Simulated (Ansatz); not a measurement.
## the Nb-Ru system: a small convex hull

Program: the Ansatz DFT code, driven from Python.

`hull_nbru3.py`
```python
'''Stability of Nb-Ru compounds against each other, after relaxing atoms and volume at fixed cell shape.'''

from collections import Counter
import csv
import warnings

import ansatz as az
import numpy as np

PHASES = {
    'NbRu3 P-6m2': (
        [(2.77506, 0.0, 0.0), (-1.38753, 2.403273, 0.0), (0.0, 0.0, 9.013267)],
        [
            ('Nb', (0.0, 0.0, 0.5)),
            ('Ru', (0.0, 0.0, 0.0)),
            ('Ru', (1 / 3, 2 / 3, 0.764906)),
            ('Ru', (1 / 3, 2 / 3, 0.235094)),
        ],
    ),
    'NbRu Pm-3m': (
        [(3.184, 0.0, 0.0), (0.0, 3.184, 0.0), (0.0, 0.0, 3.184)],
        [
            ('Nb', (0.0, 0.0, 0.0)),
            ('Ru', (0.5, 0.5, 0.5)),
        ],
    ),
    'Nb': (
        [(-1.66395, 1.66395, 1.66395), (1.66395, -1.66395, 1.66395), (1.66395, 1.66395, -1.66395)],
        [
            ('Nb', (0.0, 0.0, 0.0)),
        ],
    ),
    'Ru': (
        [(2.7058, 0.0, 0.0), (-1.3529, 2.343292, 0.0), (0.0, 0.0, 4.2819)],
        [
            ('Ru', (1 / 3, 2 / 3, 0.25)),
            ('Ru', (2 / 3, 1 / 3, 0.75)),
        ],
    ),
}


def build(vectors, sites):
    crystal = az.Crystal(lattice=az.Lattice.of(vectors))
    for symbol, position in sites:
        crystal = crystal.atom(symbol, position)
    return crystal


def solve(name, crystal):
    calc = (
        crystal.calculation()
        .basis(450)
        .functional('lda')
        .kpoints(spacing=0.27)
        .occupations('gaussian', width=0.05)
    )
    calc = calc.relax(force_tolerance=0.01, max_steps=40, fix_cell=['shape'])
    return calc.run(threads=1)


def counts(outcome):
    return Counter(site.symbol for site in outcome.lattice.sites)

def formation_energy(outcome, mu):
    n = counts(outcome)
    return (outcome.report['energy_sigma0_ev'] - sum(k * mu[element] for element, k in n.items())) / sum(n.values())

warnings.simplefilter('ignore', az.DeckWarning)

phases = {name: build(*cell) for name, cell in PHASES.items()}

done = {name: solve(name, crystal) for name, crystal in phases.items()}

# chemical potentials of the elements at zero temperature
references = {'Nb': 'Nb', 'Ru': 'Ru'}
mu = {element: done[name].report['energy_sigma0_ev'] / len(done[name].lattice.sites) for element, name in references.items()}
points = sorted((counts(o)['Ru'] / len(o.lattice.sites), formation_energy(o, mu), name) for name, o in done.items())

# lower hull by a monotone chain
hull = []
for x, e, _ in points:
    while len(hull) > 1 and (hull[-1][0] - hull[-2][0]) * (e - hull[-2][1]) - (hull[-1][1] - hull[-2][1]) * (x - hull[-2][0]) <= 0:
        hull.pop()
    hull.append((x, e))
rows = [(name, x, e, e - np.interp(x, *zip(*hull))) for x, e, name in points]
with open('hull.csv', 'w', newline='') as handle:
    writer = csv.writer(handle)
    writer.writerow(['phase', 'x(Ru)', 'E_form (eV/atom)', 'above hull (eV/atom)'])
    writer.writerows([round(v, 4) if isinstance(v, float) else v for v in row] for row in rows)
print(open('hull.csv').read())
print('on the hull of these phases:', ', '.join(row[0] for row in rows if row[3] < 1e-6))
```

Output of `python hull_nbru3.py`:
```text
phase,x(Ru),E_form (eV/atom),above hull (eV/atom)
Nb,0.0,0.0,0.0
NbRu Pm-3m,0.5,-0.146,0.0
NbRu3 P-6m2,0.75,0.0386,0.1116
Ru,1.0,0.0,0.0

on the hull of these phases: Nb, NbRu Pm-3m, Ru
```

Notes:
- Spin is left out of this run.
- Atoms and volume are relaxed with the cell's shape held, which in cells of lower than cubic symmetry can hide stresses and shift volumes.
- The cells come from databases of deposited and of computed structures, and not all need be stable phases.
- Differences under about 40 meV an atom lie within the error of mesh and functional, so such verdicts may flip; only the cells listed enter the hull.
- Finished in 58 s on 1 thread of Arm Neoverse V1, on a shared host, peak memory 0.4 GiB.

(Lines on the test bed's own set-up are left out of the output.)
